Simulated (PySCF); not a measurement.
# C2H5Br (bromoethane): the cost of one run

Programs: PySCF 2.14.0, with routines of our own; each step states its level. All values are computed. Atoms count from 0.

### 1 The system as given

8 atoms, charge 0, multiplicity 1; geometry from: GFN2-xTB.

### 2 Optimising the geometry at PBE0-D3(BJ)/def2-SVP

Job settings and geometry (Å):

```
{"job": {"xc": "PBE0", "basis": "def2-SVP", "d3": "d3bj", "grid": 1, "maxiter": 30, "shake": 0.01, "kind": "geom"}, "charge": 0, "multiplicity": 1}
C     -0.761460     0.188180    -0.009000
C      0.607310    -0.373840     0.037700
Br     1.947380     1.015800    -0.253200
H     -0.939900     0.672240    -0.985930
H     -1.514000    -0.584940     0.138890
H     -0.917500     0.975930     0.754590
H      0.784170    -1.110920    -0.742840
H      0.849140    -0.801590     1.007320
```

Launch:

```console
$ OMP_NUM_THREADS=1 python heavy_run.py task.json out
```

One launch serves the whole session: the jobs run in the order shown.

**Question.** How long does this first job take on 1 thread of Arm Neoverse N1, shared host, and how much memory does it need?

About 15 s, with a peak of 0.36 GiB.
